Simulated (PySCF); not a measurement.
# GeH3: a search over shapes

Aim: find the stationary points of GeH3 from trigonal pyramidal, trigonal planar and T-shaped starts in the doublet state, tell minima from saddle points, and describe the lowest.

Computed with PySCF 2.14.0. Level: PBE0, basis Ge def2-TZVP, H def2-TZVP, no relativity, density fitting.

## (1) The system as given

4 atoms, charge 0, spin multiplicity 2.

Bond lengths: Ge1–H2 1.530 Å, Ge1–H3 1.530 Å, Ge1–H4 1.530 Å. Angles: H2–Ge1–H3 99.8°, H2–Ge1–H4 99.8°, H3–Ge1–H4 99.7°.

Z-matrix (Å, degrees; charge 0 multiplicity 2):
```
Ge
H  1 1.5300
H  1 1.5300 2 99.75
H  1 1.5300 2 99.75 3 -101.76
```

## (2) Finding the electronic state

One driver script runs all steps and calls PySCF; scf.py shows how it sets up the SCF of each step. The optimiser is the driver's own. After this first run the driver tries any further starts and a stability analysis.

File scf.py:

```python
from pyscf import gto, scf, dft
mol = gto.M(atom='''
Ge     0.000000     0.000000     0.000000
H      1.350900     0.000000     0.718300
H     -0.675500     1.169900     0.718300
H     -0.675500    -1.169900     0.718300''',
    basis={'Ge': 'def2-TZVP', 'H': 'def2-TZVP'},
    charge=0, spin=1)
mf = dft.UKS(mol, xc='PBE0')
mf.grids.atom_grid = (50, 194)
aux = {'Ge': 'def2-universal-JKFIT', 'H': 'def2-universal-JKFIT'}
mf = mf.density_fit(auxbasis=aux)
mf.conv_tol = 1e-08
mf.diis_space = 10
mf.max_cycle = 60
mf.init_guess = 'minao'
mf.verbose = 4
mf.kernel()
```

The run is started by

```sh
$ OMP_NUM_THREADS=2 python axn.py task.json out
```

The program printed:

```text
init E= -2077.72239378942
[... the frontier-level lines of each cycle are left out ...]
cycle= 1 E= -2078.44268712273  delta_E= -0.72  |g|= 0.422  |ddm|= 1.04
cycle= 2 E= -2078.43752039782  delta_E= 0.00517  |g|= 0.478  |ddm|= 0.38
cycle= 3 E= -2078.47056843046  delta_E= -0.033  |g|= 0.0096  |ddm|= 0.192
cycle= 4 E= -2078.47063415623  delta_E= -6.57e-05  |g|= 0.00411  |ddm|= 0.0161
cycle= 5 E= -2078.47064627212  delta_E= -1.21e-05  |g|= 0.000723  |ddm|= 0.00485
cycle= 6 E= -2078.47064683048  delta_E= -5.58e-07  |g|= 0.000272  |ddm|= 0.00128
cycle= 7 E= -2078.47064690897  delta_E= -7.85e-08  |g|= 7.17e-05  |ddm|= 0.000497
cycle= 8 E= -2078.47064692131  delta_E= -1.23e-08  |g|= 1.06e-05  |ddm|= 0.000243
cycle= 9 E= -2078.47064692157  delta_E= -2.66e-10  |g|= 1.8e-06  |ddm|= 4.26e-05
Extra cycle  E= -2078.47064692157  delta_E=    0  |g|= 7.3e-07  |ddm|= 5.9e-06
converged SCF energy = -2078.47064692157  <S^2> = 0.75186836  2S+1 = 2.0018675
```

This step, with its further starts and checks, needed 1.7 s of wall time on 2 threads of Intel Xeon 6975P-C (Granite Rapids), shared host.

No lower solution of this spin turned up in the test of internal stability.

## (3) Relaxing the doublet from the trigonal pyramidal start

The program finds C3v symmetry in the start, which this walk keeps. The walk stops when the largest gradient is under 0.0003 Eh/bohr and the energy has settled too.

Edit scf.py of step 2 so:

```diff
@@ -3,4 +3,4 @@
-Ge     0.000000     0.000000     0.000000
-H      1.350900     0.000000     0.718300
-H     -0.675500     1.169900     0.718300
-H     -0.675500    -1.169900     0.718300''',
+Ge     0.000000    -0.000000    -0.028225
+H      1.350898     0.000000     0.690097
+H     -0.675465     1.169921     0.690064
+H     -0.675465    -1.169921     0.690064''',
@@ -16 +15,0 @@
-mf.init_guess = 'minao'
```

Steps of the walk:

| step | energy (Eh) | change (kJ/mol) | largest symmetric gradient (Eh/bohr) |
| --- | --- | --- | --- |
| 0 | -2078.470647 | 0.00 | 0.02193 |
| 1 | -2078.479343 | -22.83 | 0.00963 |
| 2 | -2078.479711 | -23.80 | 0.00494 |
| 3 | -2078.479857 | -24.18 | 0.00052 |
| 4 | -2078.479859 | -24.19 | 0.00001 |

The walk took 3.4 s.

It settles in C3v symmetry, 24.2 kJ/mol below the start, after 4 steps: Ge–H 1.539 Å (×3); H–Ge–H 111.2° (×3).

## (4) Vibrations and properties at this point

The point is checked on the finer grid, and tightened if its gradient asks for it. The Hessian and the dipole derivatives come from central differences of analytic gradients, with steps of 0.02 bohr.

Edit scf.py of step 3 so:

```diff
@@ -3,4 +3,4 @@
-Ge     0.000000    -0.000000    -0.028225
-H      1.350898     0.000000     0.690097
-H     -0.675465     1.169921     0.690064
-H     -0.675465    -1.169921     0.690064''',
+Ge     0.000000     0.000000    -0.018415
+H      1.465985    -0.000000     0.450265
+H     -0.733003     1.269586     0.450230
+H     -0.733003    -1.269586     0.450230''',
@@ -10 +10 @@
-mf.grids.atom_grid = (50, 194)
+mf.grids.atom_grid = (75, 302)
@@ -13 +13 @@
-mf.conv_tol = 1e-08
+mf.conv_tol = 1e-10
```

This SCF starts from the last density.

Log of the central SCF (cycles and frontier levels):

```text
init E= -2078.47980416091
[... the frontier-level lines of each cycle are left out ...]
cycle= 1 E= -2078.47980416092  delta_E= -5.91e-12  |g|= 4.91e-07  |ddm|= 9.75e-07
Extra cycle  E= -2078.47980416092  delta_E= 4.55e-13  |g|= 5.59e-07  |ddm|= 6.04e-07
converged SCF energy = -2078.47980416092  <S^2> = 0.7521382  2S+1 = 2.0021371
```

The whole step took 11 s.

Geometry: C3v; Ge–H 1.539 Å (×3); H–Ge–H 111.2° (×3).

Harmonic modes (main isotopes):

```tsv
symmetry	ω (cm⁻¹)	IR (km/mol)	μ (u)
a1	694	43.2	1.05
e	855	104	1.02
a1	2111	8.9	1.01
e	2151	272	1.03
```

No imaginary mode, so this is a minimum.

Properties at this point:

```
Dipole moment                                                   : 0.03 D
Highest occupied level                                          : -6.29 eV
Lowest empty level                                              : -2.73 eV
Rotational constants                                            : 4.337, 4.337, 2.594 cm⁻¹
Zero-point energy                                               : 52.7 kJ/mol
Principal polarisabilities                                      : 29.8, 36.1, 36.1 bohr³
Atomisation energy without zero-point energy                    : 844 kJ/mol
Principal traceless quadrupole moments about the centre of mass : -0.43, 0.21, 0.21 D Å
Entropy at 298.15 K and 1 bar (electronic part: spin only)      : 230.0 J/(mol K)
Heat capacity Cp at 298.15 K                                    : 41.6 J/(mol K)
Enthalpy at 298.15 K above 0 K                                  : 10.56 kJ/mol
Rotational symmetry number                                      : 3
Spin squared ⟨S²⟩                                               : 0.752
```

Populations by atom (charges in e):

| atom | Mulliken | Löwdin | polar tensor | spin (Mulliken) | Mayer order to Ge1 |
| --- | --- | --- | --- | --- | --- |
| Ge1 | -0.07 | 0.20 | 0.58 | 0.95 | – |
| H2,3,4 | 0.02 | -0.07 | -0.19 | 0.02 | 0.95 |

Outer orbital energies (eV). α occupied: -33.64, -33.64, -33.53, -33.53, -15.56, -9.88, -9.88, -6.29; empty: 0.87, 1.34, 1.34, 4.05. β occupied: -33.55, -33.55, -33.53, -33.49, -33.49, -14.88, -9.65, -9.65; empty: -2.73, 1.14, 1.78, 1.78.

Mulliken populations on Ge1: s 7.49, p 14.47, d 10.10, f 0.01.

## (5) Relaxing the doublet from the trigonal planar start

The program finds D3h symmetry in the start, which this walk keeps.

Edit scf.py of step 4 so:

```diff
@@ -3,4 +3,4 @@
-Ge     0.000000     0.000000    -0.018415
-H      1.465985    -0.000000     0.450265
-H     -0.733003     1.269586     0.450230
-H     -0.733003    -1.269586     0.450230''',
+Ge    -0.000000     0.000000     0.000000
+H      1.529989    -0.000000     0.000000
+H     -0.764995     1.325009     0.000000
+H     -0.764995    -1.325009     0.000000''',
@@ -10 +10 @@
-mf.grids.atom_grid = (75, 302)
+mf.grids.atom_grid = (50, 194)
@@ -13 +13 @@
-mf.conv_tol = 1e-10
+mf.conv_tol = 1e-08
```

Energy and gradient, step by step:

| step | energy (Eh) | change (kJ/mol) | largest symmetric gradient (Eh/bohr) |
| --- | --- | --- | --- |
| 0 | -2078.472066 | 0.00 | 0.00426 |
| 1 | -2078.472207 | -0.37 | 0.00115 |
| 2 | -2078.472217 | -0.40 | 0.00003 |

The walk took 1.8 s.

End point (D3h, 2 steps, 0.4 kJ/mol gained): Ge–H 1.518 Å (×3); H–Ge–H 120.0° (×3).

## (6) Frequencies

The same treatment as at the point before.

Edit scf.py of step 5 so:

```diff
@@ -4,3 +4,3 @@
-H      1.529989    -0.000000     0.000000
-H     -0.764995     1.325009     0.000000
-H     -0.764995    -1.325009     0.000000''',
+H      1.517518    -0.000000     0.000000
+H     -0.758759     1.314209     0.000000
+H     -0.758759    -1.314209     0.000000''',
@@ -10 +10 @@
-mf.grids.atom_grid = (50, 194)
+mf.grids.atom_grid = (75, 302)
@@ -13 +13 @@
-mf.conv_tol = 1e-08
+mf.conv_tol = 1e-10
```

Log of the central SCF (cycles and frontier levels):

```text
init E= -2078.4721562307
[... the frontier-level lines of each cycle are left out ...]
cycle= 1 E= -2078.4721562307  delta_E= -2.73e-12  |g|= 3.11e-07  |ddm|= 3e-07
Extra cycle  E= -2078.4721562307  delta_E= 5.91e-12  |g|= 3.81e-07  |ddm|= 2.84e-07
converged SCF energy = -2078.4721562307  <S^2> = 0.75551276  2S+1 = 2.0055052
```

The whole step needed 9.7 s of wall time on 2 threads of Intel Xeon 6975P-C (Granite Rapids), shared host.

Geometry: D3h; Ge–H 1.518 Å (×3); H–Ge–H 120.0° (×3).

Harmonic modes (main isotopes):

```tsv
symmetry	ω (cm⁻¹)	IR (km/mol)	μ (u)
a2''	656i	31.0	1.05
e'	833	128	1.03
a1'	2218	0.0	1.01
e'	2253	112	1.03
```

1 mode is imaginary, the largest at 656i cm⁻¹: a saddle point, not a minimum.

Constants and moments:

| Quantity | Value |
| --- | --- |
| Dipole moment | 0.00 D |
| Highest occupied level | -5.42 eV |
| Lowest empty level | -1.99 eV |
| Rotational constants | 4.842, 4.842, 2.421 cm⁻¹ |
| Zero-point energy (real modes) | 50.2 kJ/mol |
| Principal polarisabilities | 33.4, 35.3, 35.3 bohr³ |
| Atomisation energy without zero-point energy | 824 kJ/mol |
| Principal traceless quadrupole moments about the centre of mass | -1.80, 0.90, 0.90 D Å |
| Spin squared ⟨S²⟩ | 0.756 |

Charges (e) and bond orders:

```csv
atom,Mulliken,Löwdin,polar tensor,spin (Mulliken),Mayer order to Ge1
Ge1,-0.15,0.17,0.30,1.15,–
"H2,3,4",0.05,-0.06,-0.10,-0.05,0.93
```

Mulliken populations on Ge1: s 7.42, p 14.65, d 10.07, f 0.01.

## (7) Following the imaginary mode

The atoms are moved a little along the softest imaginary mode and relaxed again.

The program finds C3v symmetry in the start, which this walk keeps. Threshold on the gradient: 0.0003 Eh/bohr, with a further test on the energy change.

Edit scf.py of step 6 so:

```diff
@@ -3,4 +3,4 @@
-Ge    -0.000000     0.000000     0.000000
-H      1.517518    -0.000000     0.000000
-H     -0.758759     1.314209     0.000000
-H     -0.758759    -1.314209     0.000000''',
+Ge     0.000000    -0.000000    -0.004908
+H      1.517518    -0.000000     0.120000
+H     -0.758759     1.314209     0.120000
+H     -0.758759    -1.314209     0.120000''',
@@ -10 +10 @@
-mf.grids.atom_grid = (75, 302)
+mf.grids.atom_grid = (50, 194)
@@ -13 +13 @@
-mf.conv_tol = 1e-10
+mf.conv_tol = 1e-08
```

The optimiser's trace:

| step | energy (Eh) | change (kJ/mol) | largest symmetric gradient (Eh/bohr) |
| --- | --- | --- | --- |
| 0 | -2078.473433 | 0.00 | 0.00961 |
| 1 | -2078.479311 | -15.43 | 0.00452 |
| 2 | -2078.479525 | -15.99 | 0.00568 |
| 3 | -2078.479822 | -16.77 | 0.00184 |
| 4 | -2078.479859 | -16.87 | 0.00019 |
| 5 | -2078.479859 | -16.87 | 0.00002 |

The walk took 5 s.

Geometry (Å) and forces (eV/Å) at some steps:

```
step 0
Ge   0.000   0.000  -0.005   0.000   0.000  -0.494
H    1.518   0.000   0.120  -0.059   0.000   0.166
H   -0.759   1.314   0.120   0.029  -0.051   0.164
H   -0.759  -1.314   0.120   0.029   0.051   0.164
step 1
Ge   0.000   0.000  -0.217  -0.001   0.000  -0.169
H    1.494   0.000   0.191  -0.232   0.000   0.055
H   -0.747   1.294   0.191   0.116  -0.201   0.057
H   -0.747  -1.294   0.191   0.116   0.201   0.057
step 3
Ge   0.000   0.000  -0.258   0.000   0.000   0.026
H    1.474   0.000   0.204  -0.094   0.000  -0.009
H   -0.737   1.276   0.204   0.047  -0.082  -0.008
H   -0.737  -1.276   0.204   0.047   0.082  -0.008
step 5
Ge   0.000   0.000  -0.262   0.001   0.000  -0.001
H    1.466   0.000   0.206   0.000   0.000   0.000
H   -0.733   1.270   0.206   0.000   0.000   0.001
H   -0.733  -1.270   0.206   0.000   0.000   0.001
```

It settles in C3v symmetry, 16.9 kJ/mol below the start, after 5 steps: Ge–H 1.539 Å (×3); H–Ge–H 111.2° (×3).

## (8) Relaxing the doublet from the T-shaped start

The program finds C2v symmetry in the start, which this walk keeps. Threshold on the gradient: 0.0003 Eh/bohr, with a further test on the energy change.

Edit scf.py of step 7 so:

```diff
@@ -3,4 +3,4 @@
-Ge     0.000000    -0.000000    -0.004908
-H      1.517518    -0.000000     0.120000
-H     -0.758759     1.314209     0.120000
-H     -0.758759    -1.314209     0.120000''',
+Ge     0.000000     0.000000    -0.021439
+H     -0.000000     0.000000     1.508561
+H      1.529100     0.000000     0.031961
+H     -1.529100     0.000000     0.031961''',
```

The optimiser's trace:

| step | energy (Eh) | change (kJ/mol) | largest symmetric gradient (Eh/bohr) |
| --- | --- | --- | --- |
| 0 | -2078.418257 | 0.00 | 0.04083 |
| 1 | -2078.443310 | -65.78 | 0.04119 |
| 2 | -2078.463626 | -119.12 | 0.02842 |
| 3 | -2078.468949 | -133.09 | 0.01753 |
| 4 | -2078.472110 | -141.39 | 0.00600 |
| 5 | -2078.472175 | -141.56 | 0.00291 |
| 6 | -2078.472217 | -141.67 | 0.00029 |
| 7 | -2078.472217 | -141.67 | 0.00008 |

The walk took 5.3 s.

After 7 steps and 141.7 kJ/mol it ends at D3h: Ge–H 1.518 Å (×3); H–Ge–H 120.0° (×3).

## (9) All stationary points

| spin | group | bonds | imaginary modes (cm⁻¹) | ΔE (kJ/mol) | with zero-point energy |
| --- | --- | --- | --- | --- | --- |
| doublet | C3v | Ge–H 1.539 Å (×3) | none | 0.0 | 0.0 |
| doublet | D3h | Ge–H 1.518 Å (×3) | 656i | 20.1 | – |

## (10) Real-space pictures of the lowest minimum

The plane holds Ge1 at (0.00, 0.00), H2 at (1.54, 0.00), H3 at (-0.56, 1.44) Å. Columns run from x = -2.55 to 3.75 Å, rows from y = 3.75 (top) to -1.95 Å, in steps of 0.3 Å.

Density (cut at 5 e/Å³):

Ten steps from '0' (0.000 e/Å³) to '9' (5.000 e/Å³), finer at the low end (step k begins (100^(k/10) - 1)/99 of the way up):
```
0000000000000000000000
0000000000000000000000
0000000000000000000000
0000000000000000000000
0000000000000000000000
0000012211000000000000
0000123432100000000000
0001246653210000000000
0001247764321100000000
0001246665332211000000
0001245666543332100000
0001235899855553200000
0001236999966774210000
0001236999966774210000
0001235899855553200000
0000134566543332100000
0000123343322211000000
0000012222211000000000
0000001111100000000000
0000000000000000000000
```

ELF (0 where the density is under 0.005 e/Å³):

Ten even steps from '0' (0.00) to '9' (1.00):
```
0000000000000000000000
0000000000000000000000
0000000000000000000000
0000068874000000000000
0000999998400000000000
0008999999720000000000
0069999999820000000000
0079999999720001000000
0059999999621245400000
0037999996434789970000
0014787311137999996000
0002442255228999998000
0002331544519999999000
0012331544519999999000
0013442255228999998000
0013565211147999996000
0012466543335789970000
0012356654322345400000
0001234443210000000000
0000112221100000000000
```

Highest occupied orbital at -6.29 eV (sign arbitrary; one member if degenerate):

Ten even steps from '0' (-0.29 Å^-3/2) to '9' (0.50 Å^-3/2):
```
3333333333333333333333
3333333333333333333333
3333333333333333333333
3333344444433333333333
3333444444444333333333
3334444444444443333333
3334445554444444333333
3334455655444444433333
3333446665544444443333
3333345555555444443333
3333333444555554444333
3333222333455555444333
3332211241345665444333
3322110295334665444333
3322100022234454444333
3322210000123444443333
3332211000123334333333
3332221111223333333333
3333222222223333333333
3333332222233333333333
```

Along Ge1–H2 (1.539 Å) the density is least, 0.89 e/Å³, about 0.92 Å from Ge1; ELF there is 0.60.

Values on the line from Ge1 (at 0) through H2 (at 1.539 Å):

| distance (Å) | density (e/Å³) | ELF | electrostatic potential (V) | spin density (e/Å³) |
| --- | --- | --- | --- | --- |
| -0.54 | 4.68 | 0.437 | 69 | 0.0259 |
| -0.38 | 21.8 | 0.744 | 159 | -0.00978 |
| -0.23 | 75.4 | 0.559 | 535 | 0.0457 |
| -0.08 | 1.15e+03 | 0.779 | 3.49e+03 | 0.47 |
| 0.15 | 153 | 0.251 | 1.17e+03 | -0.0739 |
| 0.31 | 44.7 | 0.776 | 276 | -0.0259 |
| 0.46 | 10 | 0.606 | 101 | -0.00197 |
| 0.62 | 2.39 | 0.213 | 49.1 | -0.00119 |
| 0.77 | 1.06 | 0.165 | 27.4 | -0.00325 |
| 0.92 | 0.89 | 0.604 | 17.2 | -0.00267 |
| 1.08 | 0.994 | 0.956 | 15.1 | 0.00186 |
| 1.23 | 1.26 | 0.996 | 23.8 | 0.011 |
| 1.39 | 1.76 | 1 | 66 | 0.0269 |
| 1.62 | 1.96 | 1 | 158 | 0.0421 |
| 1.77 | 1.01 | 1 | 35.9 | 0.0252 |
| 1.92 | 0.508 | 1 | 14.2 | 0.0151 |
| 2.08 | 0.263 | 0.999 | 6.5 | 0.00911 |
| 2.23 | 0.138 | 0.999 | 3.19 | 0.00542 |
| 2.39 | 0.0738 | 0.998 | 1.64 | 0.00322 |

Making the fields needed under 0.5 s of wall time on 2 threads of Intel Xeon 6975P-C (Granite Rapids), shared host.

## (11) Outcome

| quantity | value |
| --- | --- |
| lowest minimum | doublet, C3v |
| geometry | Ge–H 1.539 Å (×3); H–Ge–H 111.2° (×3) |
| wavenumbers (cm⁻¹) | 694 (a1), 855 (e), 2111 (a1), 2151 (e) |
| dipole moment | 0.03 D |
| highest occupied, lowest empty level (either spin) | -6.29, -2.73 eV |
| polar-tensor charge of Ge1 | +0.58 e |
| zero-point energy | 52.7 kJ/mol |
| entropy at 298.15 K | 230.0 J/(mol K) |
| atomisation energy (no zero-point energy) | 844 kJ/mol |
| ⟨S²⟩ | 0.752 |

What this shows: The lowest minimum found is the doublet of C3v symmetry. The strongest infrared band lies at 2151 cm⁻¹ (e, stretch). Most of the spin sits on Ge1 (Mulliken spin 0.95, against 1 for the whole molecule). A search over typed starts can miss a lower isomer.

The search up to here took 42 s.
